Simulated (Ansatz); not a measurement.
# C5H10O2 (4-methyl-1,3-dioxane) at 5 levels

Aim: a comparison of 5 runs (HF/STO-3G, HF/def2-TZVP, B3LYP/6-31G*, PBE0/def2-SVP, wB97X/def2-SVP) of C5H10O2 (4-methyl-1,3-dioxane). 

Program for the calculation: Ansatz 0.2.0.

3 further runs of the same task are left out: 3 set aside as unsound or not needed.

### Step 1. The system as given

C5H10O2 has 17 atoms, charge 0, and is taken as a singlet. As SMILES, `CC1CCOCO1`. The coordinates come from a PBE0-D4/def2-TZVP relaxation. This is one conformer, not always the lowest.

Some bond lengths: C1–C2 1.507 Å, C2–C3 1.521 Å, C3–C4 1.517 Å, C4–O5 1.413 Å, O5–C6 1.394 Å, C2–O7 1.421 Å, C6–O7 1.393 Å, C1–H8 1.092 Å, C1–H9 1.091 Å, C1–H10 1.092 Å, C2–H11 1.104 Å, C3–H12 1.094 Å, C3–H13 1.094 Å, C4–H14 1.091 Å, C4–H15 1.102 Å, C6–H16 1.089 Å. Some angles: C1–C2–C3 113.6°, C1–C2–O7 107.7°, C3–C2–O7 109.3°, C2–C3–C4 109.4°, C3–C4–O5 110.5°, C4–O5–C6 110.6°, O5–C6–O7 113.0°, C2–O7–C6 111.5°, C1–C2–H11 109.6°, C3–C2–H11 108.5°.

### Step 2. Energy and forces at HF/STO-3G (run 1)

run.yaml reads:

```yaml
crystal:
  periodic: [false, false, false]
  atoms:
    - {symbol: C, position_ang: [2.112260, 0.313880, -0.412850]}
    - {symbol: C, position_ang: [0.753190, -0.056410, 0.122000]}
    - {symbol: C, position_ang: [-0.262460, 1.072750, 0.036780]}
    - {symbol: C, position_ang: [-1.634390, 0.546810, 0.415380]}
    - {symbol: O, position_ang: [-1.953590, -0.597350, -0.349770]}
    - {symbol: C, position_ang: [-0.976720, -1.579310, -0.194560]}
    - {symbol: O, position_ang: [0.282280, -1.168280, -0.627060]}
    - {symbol: H, position_ang: [2.529880, 1.149420, 0.153190]}
    - {symbol: H, position_ang: [2.796370, -0.533250, -0.340440]}
    - {symbol: H, position_ang: [2.037400, 0.607420, -1.462230]}
    - {symbol: H, position_ang: [0.842840, -0.368380, 1.177400]}
    - {symbol: H, position_ang: [0.026170, 1.894370, 0.699210]}
    - {symbol: H, position_ang: [-0.285580, 1.453190, -0.989030]}
    - {symbol: H, position_ang: [-2.418890, 1.280950, 0.226680]}
    - {symbol: H, position_ang: [-1.657510, 0.289840, 1.486880]}
    - {symbol: H, position_ang: [-1.269790, -2.428250, -0.811240]}
    - {symbol: H, position_ang: [-0.921460, -1.877390, 0.869630]}
basis:
  gaussian: {orbitals: STO-3G}
output: {forces: true, orbitals: {seedname: orbitals}}
accuracy: high
hamiltonian: {xc: hf}
```

On the command line:

```console
$ ansatz run run.yaml --threads 4 --pin off --max-ram 12180MiB --events-out events.jsonl --progress --plain --runs-dir runs
```

Output:

```text
Warning: RAYON_NUM_THREADS=4 ignored (pool sized by the plan → 4); use --threads N
Functional definition: HF
  name "HF"
  exchange = exact_x
  correlation = 0
1069 factors; integrals over basis functions are off by at most 2.5e-9 eV
mean field evaluation 1: about -9263.3424 eV, gradient 3.2e1 eV
mean field evaluation 2: about -9263.8936 eV, gradient 3.2e1 eV
mean field evaluation 4: about -9267.4087 eV, gradient 1.9e0 eV
mean field evaluation 8: about -9267.4232 eV, gradient 1.6e-4 eV
mean field -9267.42318350 eV, -340.5715203086 hartree, gradient 1.6e-8 eV, S^2 0.000000; 0 other end points of the search recorded, 0 dependent functions left out
the calculation of the forces begins
reference -9267.42318350 eV, -340.5715203086 hartree; 28, 28 occupied and 17, 17 virtual orbitals, 1069 factors
Total energy: -9267.42318350 eV, -340.5715203086 hartree
Atom 0 at     2.112260     0.313880    -0.412850 Å, force     1.519184     0.540394    -0.623929 eV/Å
Atom 1 at     0.753190    -0.056410     0.122000 Å, force    -0.519556    -0.897540     1.388661 eV/Å
Atom 2 at    -0.262460     1.072750     0.036780 Å, force     0.459551     1.950888    -0.331639 eV/Å
Atom 3 at    -1.634390     0.546810     0.415380 Å, force    -0.664585    -0.001268     1.073186 eV/Å
Atom 4 at    -1.953590    -0.597350    -0.349770 Å, force    -2.050950     0.329431    -1.170540 eV/Å
Atom 5 at    -0.976720    -1.579310    -0.194560 Å, force     0.006096    -0.858435     1.361026 eV/Å
Atom 6 at     0.282280    -1.168280    -0.627060 Å, force     1.663624    -0.496895    -1.604251 eV/Å
Atom 7 at     2.529880     1.149420     0.153190 Å, force    -0.092046    -0.228371    -0.163445 eV/Å
Atom 8 at     2.796370    -0.533250    -0.340440 Å, force    -0.173921     0.202407    -0.008833 eV/Å
Atom 9 at     2.037400     0.607420    -1.462230 Å, force     0.059183    -0.077013     0.288517 eV/Å
Atom 10 at     0.842840    -0.368380     1.177400 Å, force     0.083286     0.218811    -0.108104 eV/Å
Atom 11 at     0.026170     1.894370     0.699210 Å, force    -0.088051    -0.210648    -0.231465 eV/Å
Atom 12 at    -0.285580     1.453190    -0.989030 Å, force    -0.027384    -0.073192     0.326408 eV/Å
Atom 13 at    -2.418890     1.280950     0.226680 Å, force     0.006310     0.146734     0.008401 eV/Å
Atom 14 at    -1.657510     0.289840     1.486880 Å, force     0.032420     0.209792    -0.108015 eV/Å
Atom 15 at    -1.269790    -2.428250    -0.811240 Å, force    -0.123038    -0.414399    -0.127591 eV/Å
Atom 16 at    -0.921460    -1.877390     0.869630 Å, force    -0.090124    -0.340696     0.031612 eV/Å
Dipole moment:     0.129530     0.204183     0.320477 e Å
```

Run time: 0.52 s. Hardware: 4 threads of Intel Xeon 6975P-C (Granite Rapids), shared host; peak memory 0.13 GiB.

### Step 3. Energy and gradient at HF/def2-TZVP (run 2)

run.yaml reads:

```yaml
crystal:
  periodic: [false, false, false]
  atoms:
    - symbol: C
      position_ang: [2.112260, 0.313880, -0.412850]
    - symbol: C
      position_ang: [0.753190, -0.056410, 0.122000]
    - symbol: C
      position_ang: [-0.262460, 1.072750, 0.036780]
    - symbol: C
      position_ang: [-1.634390, 0.546810, 0.415380]
    - symbol: O
      position_ang: [-1.953590, -0.597350, -0.349770]
    - symbol: C
      position_ang: [-0.976720, -1.579310, -0.194560]
    - symbol: O
      position_ang: [0.282280, -1.168280, -0.627060]
    - symbol: H
      position_ang: [2.529880, 1.149420, 0.153190]
    - symbol: H
      position_ang: [2.796370, -0.533250, -0.340440]
    - symbol: H
      position_ang: [2.037400, 0.607420, -1.462230]
    - symbol: H
      position_ang: [0.842840, -0.368380, 1.177400]
    - symbol: H
      position_ang: [0.026170, 1.894370, 0.699210]
    - symbol: H
      position_ang: [-0.285580, 1.453190, -0.989030]
    - symbol: H
      position_ang: [-2.418890, 1.280950, 0.226680]
    - symbol: H
      position_ang: [-1.657510, 0.289840, 1.486880]
    - symbol: H
      position_ang: [-1.269790, -2.428250, -0.811240]
    - symbol: H
      position_ang: [-0.921460, -1.877390, 0.869630]
basis:
  gaussian:
    orbitals: def2-TZVP
accuracy: high
hamiltonian:
  xc: hf
output: {forces: true, orbitals: {seedname: orbitals}}
```

On the command line:

```console
$ ansatz run run.yaml --threads 4 --pin off --max-ram 12180MiB --events-out events.jsonl --progress --plain --runs-dir runs
```

Output:

```text
Warning: RAYON_NUM_THREADS=4 ignored (pool sized by the plan → 4); use --threads N
[... 4 set-up lines as earlier in the session ...]
5313 factors; integrals over basis functions are off by at most 3.0e-8 eV
mean field evaluation 1: about -9382.9906 eV, gradient 4.4e1 eV
mean field evaluation 2: about -9383.2793 eV, gradient 4.4e1 eV
mean field evaluation 4: about -9388.1017 eV, gradient 5.8e0 eV
mean field evaluation 8: about -9388.1883 eV, gradient 2.9e-1 eV
mean field evaluation 16: about -9388.1886 eV, gradient 2.9e-8 eV
mean field -9388.18857702 eV, -345.0095666628 hartree, gradient 2.8e-8 eV, S^2 0.000000; 0 other end points of the search recorded, 0 dependent functions left out
the calculation of the forces begins
reference -9388.18857702 eV, -345.0095666628 hartree; 28, 28 occupied and 249, 249 virtual orbitals, 5313 factors
Total energy: -9388.18857702 eV, -345.0095666628 hartree
Atom 0 at     2.112260     0.313880    -0.412850 Å, force     0.386174     0.094891    -0.154534 eV/Å
Atom 1 at     0.753190    -0.056410     0.122000 Å, force    -0.004206    -0.454141     0.123991 eV/Å
Atom 2 at    -0.262460     1.072750     0.036780 Å, force     0.059855     0.296948    -0.180185 eV/Å
Atom 3 at    -1.634390     0.546810     0.415380 Å, force    -0.569476    -0.032826     0.069172 eV/Å
Atom 4 at    -1.953590    -0.597350    -0.349770 Å, force     0.800339     0.036422     0.466847 eV/Å
Atom 5 at    -0.976720    -1.579310    -0.194560 Å, force    -0.098590    -0.315543    -0.231604 eV/Å
Atom 6 at     0.282280    -1.168280    -0.627060 Å, force    -0.566567     0.383274     0.638175 eV/Å
Atom 7 at     2.529880     1.149420     0.153190 Å, force    -0.084543    -0.206437    -0.142380 eV/Å
Atom 8 at     2.796370    -0.533250    -0.340440 Å, force    -0.177784     0.235664    -0.020281 eV/Å
Atom 9 at     2.037400     0.607420    -1.462230 Å, force     0.046465    -0.083195     0.282682 eV/Å
Atom 10 at     0.842840    -0.368380     1.177400 Å, force     0.007976     0.100828    -0.414309 eV/Å
Atom 11 at     0.026170     1.894370     0.699210 Å, force    -0.093318    -0.229070    -0.177542 eV/Å
Atom 12 at    -0.285580     1.453190    -0.989030 Å, force    -0.014260    -0.090659     0.306033 eV/Å
Atom 13 at    -2.418890     1.280950     0.226680 Å, force     0.272601    -0.232783     0.076120 eV/Å
Atom 14 at    -1.657510     0.289840     1.486880 Å, force    -0.035275     0.088644    -0.404111 eV/Å
Atom 15 at    -1.269790    -2.428250    -0.811240 Å, force     0.110592     0.307092     0.273942 eV/Å
Atom 16 at    -0.921460    -1.877390     0.869630 Å, force    -0.039982     0.100891    -0.512013 eV/Å
Dipole moment:     0.140928     0.241170     0.369150 e Å
```

It took 15 s on 4 threads of Intel Xeon 6975P-C (Granite Rapids), shared host; peak memory 2.6 GiB.

### Step 4. Energy and forces at B3LYP/6-31G(d) (spherical functions) (run 3)

input.yaml reads:

```yaml
crystal:
  periodic: [false, false, false]
  atoms:
    - {symbol: C, position_ang: [2.112260, 0.313880, -0.412850]}
    - {symbol: C, position_ang: [0.753190, -0.056410, 0.122000]}
    - {symbol: C, position_ang: [-0.262460, 1.072750, 0.036780]}
    - {symbol: C, position_ang: [-1.634390, 0.546810, 0.415380]}
    - {symbol: O, position_ang: [-1.953590, -0.597350, -0.349770]}
    - {symbol: C, position_ang: [-0.976720, -1.579310, -0.194560]}
    - {symbol: O, position_ang: [0.282280, -1.168280, -0.627060]}
    - {symbol: H, position_ang: [2.529880, 1.149420, 0.153190]}
    - {symbol: H, position_ang: [2.796370, -0.533250, -0.340440]}
    - {symbol: H, position_ang: [2.037400, 0.607420, -1.462230]}
    - {symbol: H, position_ang: [0.842840, -0.368380, 1.177400]}
    - {symbol: H, position_ang: [0.026170, 1.894370, 0.699210]}
    - {symbol: H, position_ang: [-0.285580, 1.453190, -0.989030]}
    - {symbol: H, position_ang: [-2.418890, 1.280950, 0.226680]}
    - {symbol: H, position_ang: [-1.657510, 0.289840, 1.486880]}
    - {symbol: H, position_ang: [-1.269790, -2.428250, -0.811240]}
    - {symbol: H, position_ang: [-0.921460, -1.877390, 0.869630]}
basis:
  gaussian:
    orbitals: 6-31G_st_-spherical.json
total_charge: 0
hamiltonian:
  xc: {name: B3LYP}
accuracy: high
output: {forces: true, orbitals: {seedname: orbitals}}
```

The basis set 6-31G* is read from a file made from the Basis Set Exchange's data (not shown).

On the command line:

```console
$ ansatz run input.yaml --threads 4 --pin off --max-ram 12180MiB --events-out events.jsonl --progress --plain --runs-dir runs
```

Output:

```text
Warning: RAYON_NUM_THREADS=4 ignored (pool sized by the plan → 4); use --threads N
Functional definition: B3LYP
  name "B3LYP"
  parameter a0 = 0.2
  parameter ax = 0.72
  parameter ac = 0.81
  exchange = (1 - a0 - ax)*slater_x + ax*b88_x + a0*exact_x
  correlation = (1 - ac)*vwn_rpa_c + ac*lyp_c
3051 factors; integrals over basis functions are off by at most 4.3e-9 eV
mean field evaluation 1: about -9433.4876 eV, gradient 6.0e1 eV
mean field evaluation 2: about -9430.4298 eV, gradient 7.1e1 eV
mean field evaluation 4: about -9441.3814 eV, gradient 3.1e0 eV
mean field evaluation 8: about -9441.7997 eV, gradient 3.2e-1 eV
mean field evaluation 16: about -9441.8000 eV, gradient 1.2e-4 eV
mean field -9441.79995230 eV, -346.9797483651 hartree, gradient 8.7e-8 eV, S^2 0.000000; 0 other end points of the search recorded, 0 dependent functions left out
the calculation of the forces begins
reference -9441.79999258 eV, -346.9797498454 hartree; 28, 28 occupied and 90, 90 virtual orbitals, 3051 factors
Total energy: -9441.79999258 eV, -346.9797498454 hartree
Atom 0 at     2.112260     0.313880    -0.412850 Å, force     0.248768     0.051483    -0.079688 eV/Å
Atom 1 at     0.753190    -0.056410     0.122000 Å, force     0.099462    -0.019063     0.257646 eV/Å
Atom 2 at    -0.262460     1.072750     0.036780 Å, force     0.055415     0.311233    -0.033392 eV/Å
Atom 3 at    -1.634390     0.546810     0.415380 Å, force    -0.228900     0.174508     0.203243 eV/Å
Atom 4 at    -1.953590    -0.597350    -0.349770 Å, force    -0.436135    -0.037259    -0.242108 eV/Å
Atom 5 at    -0.976720    -1.579310    -0.194560 Å, force    -0.089674    -0.360867     0.089356 eV/Å
Atom 6 at     0.282280    -1.168280    -0.627060 Å, force     0.274523    -0.227907    -0.322830 eV/Å
Atom 7 at     2.529880     1.149420     0.153190 Å, force     0.066583     0.091576     0.051942 eV/Å
Atom 8 at     2.796370    -0.533250    -0.340440 Å, force     0.087727    -0.085761    -0.006593 eV/Å
Atom 9 at     2.037400     0.607420    -1.462230 Å, force     0.018807     0.028824    -0.112282 eV/Å
Atom 10 at     0.842840    -0.368380     1.177400 Å, force     0.022976    -0.004757     0.090627 eV/Å
Atom 11 at     0.026170     1.894370     0.699210 Å, force     0.030403     0.115916     0.055026 eV/Å
Atom 12 at    -0.285580     1.453190    -0.989030 Å, force    -0.013031     0.038515    -0.085760 eV/Å
Atom 13 at    -2.418890     1.280950     0.226680 Å, force    -0.089318     0.063041    -0.006121 eV/Å
Atom 14 at    -1.657510     0.289840     1.486880 Å, force    -0.012106     0.007595     0.108746 eV/Å
Atom 15 at    -1.269790    -2.428250    -0.811240 Å, force    -0.025657    -0.071619    -0.040084 eV/Å
Atom 16 at    -0.921460    -1.877390     0.869630 Å, force    -0.009842    -0.075458     0.072270 eV/Å
Dipole moment:     0.130326     0.222495     0.298436 e Å
```

Run time: 4.2 s. Hardware: 4 threads of Intel Xeon 6975P-C (Granite Rapids), shared host; peak memory 0.64 GiB.

Run 4 isn't shown in full; the table further down has it.

### Step 5. Energy and forces at wB97X/def2-SVP (run 5)

molecule.yaml reads:

```yaml
crystal:
  periodic: [false, false, false]
  atoms:
    - {symbol: C, position_ang: [2.112260, 0.313880, -0.412850]}
    - {symbol: C, position_ang: [0.753190, -0.056410, 0.122000]}
    - {symbol: C, position_ang: [-0.262460, 1.072750, 0.036780]}
    - {symbol: C, position_ang: [-1.634390, 0.546810, 0.415380]}
    - {symbol: O, position_ang: [-1.953590, -0.597350, -0.349770]}
    - {symbol: C, position_ang: [-0.976720, -1.579310, -0.194560]}
    - {symbol: O, position_ang: [0.282280, -1.168280, -0.627060]}
    - {symbol: H, position_ang: [2.529880, 1.149420, 0.153190]}
    - {symbol: H, position_ang: [2.796370, -0.533250, -0.340440]}
    - {symbol: H, position_ang: [2.037400, 0.607420, -1.462230]}
    - {symbol: H, position_ang: [0.842840, -0.368380, 1.177400]}
    - {symbol: H, position_ang: [0.026170, 1.894370, 0.699210]}
    - {symbol: H, position_ang: [-0.285580, 1.453190, -0.989030]}
    - {symbol: H, position_ang: [-2.418890, 1.280950, 0.226680]}
    - {symbol: H, position_ang: [-1.657510, 0.289840, 1.486880]}
    - {symbol: H, position_ang: [-1.269790, -2.428250, -0.811240]}
    - {symbol: H, position_ang: [-0.921460, -1.877390, 0.869630]}
basis:
  gaussian:
    orbitals: def2-SVP
hamiltonian:
  xc: {name: wB97X}
accuracy: high
output: {forces: true, orbitals: {seedname: orbitals}}
```

On the command line:

```console
$ ansatz run molecule.yaml --threads 4 --pin off --max-ram 12180MiB --events-out events.jsonl --progress --plain --runs-dir runs
```

Output:

```text
Warning: RAYON_NUM_THREADS=4 ignored (pool sized by the plan → 4); use --threads N
Functional definition: wB97X
  name "wB97X"
  parameter omega = 0.3/bohr
  parameter cx = 0.157706
  parameter cx1 = 0.726479
  parameter cx2 = 1.04760
  parameter cx3 = -5.70635
  parameter cx4 = 13.2794
  parameter css1 = -4.33879
  parameter css2 = 18.2308
  parameter css3 = -31.7430
  parameter css4 = 17.2901
  parameter cos1 = 2.37031
  parameter cos2 = -11.3995
  parameter cos3 = 6.58405
  parameter cos4 = -3.78132
  exchange = spin_sum(e_x_unif_sr(omega)*poly(b97_u_x, 1 - cx, cx1, cx2, cx3, cx4)) + cx*exact_x_sr(omega)
      + exact_x_lr(omega)
  correlation = spin_sum(e_c_pw_same_spin*poly(b97_u_same, 1, css1, css2, css3, css4))
      + integral(e_c_pw_opposite_spin*poly(b97_u_opposite, 1, cos1, cos2, cos3, cos4))
3772 factors; integrals over basis functions are off by at most 8.9e-9 eV
504 factors; integrals over basis functions are off by at most 2.5e-9 eV
mean field evaluation 1: about -9428.3360 eV, gradient 4.4e1 eV
mean field evaluation 2: about -9430.1910 eV, gradient 3.6e1 eV
mean field evaluation 4: about -9432.4796 eV, gradient 1.8e0 eV
mean field evaluation 8: about -9432.7689 eV, gradient 1.3e-1 eV
mean field evaluation 16: about -9432.7690 eV, gradient 9.1e-5 eV
mean field -9432.76895804 eV, -346.6478654476 hartree, gradient 3.3e-8 eV, S^2 0.000000; 0 other end points of the search recorded, 0 dependent functions left out
the calculation of the forces begins
reference -9432.76895462 eV, -346.6478653218 hartree; 28, 28 occupied and 120, 120 virtual orbitals, 3772 factors
Total energy: -9432.76895462 eV, -346.6478653218 hartree
Atom 0 at     2.112260     0.313880    -0.412850 Å, force    -0.058945     0.005115     0.090890 eV/Å
Atom 1 at     0.753190    -0.056410     0.122000 Å, force     0.030648    -0.141955    -0.317442 eV/Å
Atom 2 at    -0.262460     1.072750     0.036780 Å, force    -0.045350    -0.119738     0.112108 eV/Å
Atom 3 at    -1.634390     0.546810     0.415380 Å, force    -0.083468    -0.215420    -0.274613 eV/Å
Atom 4 at    -1.953590    -0.597350    -0.349770 Å, force     0.170251     0.034742     0.100904 eV/Å
Atom 5 at    -0.976720    -1.579310    -0.194560 Å, force     0.011663     0.225081    -0.258987 eV/Å
Atom 6 at     0.282280    -1.168280    -0.627060 Å, force    -0.100247     0.084666     0.127111 eV/Å
Atom 7 at     2.529880     1.149420     0.153190 Å, force     0.126829     0.224749     0.145162 eV/Å
Atom 8 at     2.796370    -0.533250    -0.340440 Å, force     0.170239    -0.231037     0.011614 eV/Å
Atom 9 at     2.037400     0.607420    -1.462230 Å, force    -0.028150     0.065259    -0.282440 eV/Å
Atom 10 at     0.842840    -0.368380     1.177400 Å, force     0.028792    -0.058985     0.268849 eV/Å
Atom 11 at     0.026170     1.894370     0.699210 Å, force     0.080057     0.229550     0.160333 eV/Å
Atom 12 at    -0.285580     1.453190    -0.989030 Å, force    -0.009484     0.085531    -0.269391 eV/Å
Atom 13 at    -2.418890     1.280950     0.226680 Å, force    -0.207588     0.222185    -0.019003 eV/Å
Atom 14 at    -1.657510     0.289840     1.486880 Å, force    -0.008012    -0.038012     0.279700 eV/Å
Atom 15 at    -1.269790    -2.428250    -0.811240 Å, force    -0.085690    -0.265821    -0.142310 eV/Å
Atom 16 at    -0.921460    -1.877390     0.869630 Å, force     0.008454    -0.105910     0.267514 eV/Å
Dipole moment:     0.136364     0.230233     0.329086 e Å
```

Run time: 13 s. Hardware: 4 threads of Intel Xeon 6975P-C (Granite Rapids), shared host; peak memory 1.2 GiB.

### Step 6. The series

| run | level | energy (Eh) | dipole moment (D) | HOMO energy (eV) | LUMO energy (eV) | wall time |
| --- | --- | --- | --- | --- | --- | --- |
| 1 | HF/STO-3G | -340.571520 | 1.93 | -8.94 | 14.34 | 0.52 s |
| 2 | HF/def2-TZVP | -345.009567 | 2.22 | -11.51 | 3.84 | 15 s |
| 3 | B3LYP/6-31G* (spherical functions) | -346.979750 | 1.89 | -7.03 | 2.56 | 4.2 s |
| 4 | PBE0/def2-SVP | -346.338322 | 2.00 | -7.52 | 1.90 | 5.7 s |
| 5 | wB97X/def2-SVP | -346.647865 | 2.04 | -9.97 | 3.98 | 13 s |

### Step 7. Summary of results

| quantity | value |
| --- | --- |
| run 5: total energy | -346.64787 Eh |
| run 5: dipole moment | 2.04 D |
| run 5: HOMO energy | -9.97 eV |
| run 5: LUMO energy | 3.98 eV |
| run 5: HOMO–LUMO gap | 13.94 eV |
| run 5: largest force on an atom | 0.359 eV/Å |

**Reading.** The dipole moment (its size) runs from 1.89 D (B3LYP/6-31G*) to 2.22 D (HF/def2-TZVP). The two ends differ in method and basis. The HOMO–LUMO gap runs from 9.42 eV (PBE0/def2-SVP) to 23.29 eV (HF/STO-3G). Totals of different functionals can't be ranked against each other. In run 1 the basis is minimal, so the values are rough. All runs together took 38 s, the longest 15 s.
